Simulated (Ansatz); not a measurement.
# CHAlSSe: the cost of one run

Program: the Python package of Ansatz 0.2.0. Level of theory: MP2/6-31G*. These are calculated values, not measurements.

### Step 1. Starting point

Bond lengths: Se1–C2 1.501 Å, C2–Al3 2.059 Å, C2–S4 1.885 Å, Al3–S4 2.018 Å, Al3–H5 1.605 Å. Angles: Se1–C2–Al3 116.4°, Se1–C2–S4 171.4°, Al3–C2–S4 61.4°, C2–Al3–S4 55.1°, C2–Al3–H5 134.1°, S4–Al3–H5 158.9°, C2–S4–Al3 63.6°.

No structure file is read: the coordinates are typed or built in the script.

### Step 2. The script

Contents of tae_chalsse.py:

```python
"""Atomisation energy of CHAlSSe at the given geometry."""

from collections import Counter

import ansatz as az


def energy(molecule, charge=0, unpaired=0):
    calc = (
        molecule.calculation()
        .basis(gaussian="6-31G*")  # atom-centred Gaussian functions
        .correlation("mp2", electrons="valence")  # correlation on top of the mean field
        .scf(lower_state_search="standard")
    )
    if charge:
        calc = calc.charge(charge)
    if unpaired:
        calc = calc.spin("collinear", total=unpaired)
    report = calc.run(threads=1).report
    if report["published_state_doubts"]:
        print("  doubts:", report["published_state_doubts"])
    return report["free_energy_ev"]


def main() -> None:
    geometry_ang = [
        ("Se", [-2.0634, 0.3785, -0.2406]),
        ("C", [-0.9496, -0.5665, 0.103]),
        ("Al", [0.944, 0.2384, 0.1771]),
        ("S", [0.5225, -1.7329, 0.2627]),
        ("H", [1.5964, 1.6089, -0.3436]),
    ]
    chalsse = az.Crystal.molecule()
    for symbol, xyz in geometry_ang:
        chalsse = chalsse.atom(symbol, xyz)

    # unpaired electrons of the ground-state atoms
    unpaired = {"Se": 2, "C": 2, "Al": 1, "S": 2, "H": 1}
    counts = Counter(site.symbol for site in chalsse.cartesian_sites)
    atom_energy = {s: energy(az.Crystal.molecule().atom(s, (0, 0, 0)), 0, unpaired[s]) for s in counts}
    whole = energy(chalsse, 0, 0)
    for s, e in atom_energy.items():
        print(f"{s:2s} x{counts[s]}  {e:14.5f} eV")
    print(f"CHAlSSe: {whole:.5f} eV")
    split = sum(counts[s] * e for s, e in atom_energy.items()) - whole
    print(f"atomisation energy (no zero-point term): {96.485332 * split:.1f} kJ/mol, {split / sum(counts.values()):.3f} eV an atom")


if __name__ == "__main__":
    main()
```

### Step 3. The input behind the calls

The engine receives this input (first run):

```yaml
crystal:
  periodic: [false, false, false]
  atoms:
    - { symbol: Se, position_ang: [0.0, 0.0, 0.0] }
basis:
  gaussian:
    orbitals: "6-31G*"
magnetization:
  spin_polarized: true
  initial_magnetization: 2.0
correlation:
  method: mp2
  electrons: valence
scf:
  lower_state_search: standard
```

### Step 4. The run

Command:

```bash
> python tae_chalsse.py
```

Q: Estimate wall time and peak memory on 1 thread of Arm Neoverse V2, shared host.

About 4.8 s, with a peak of 0.25 GiB.
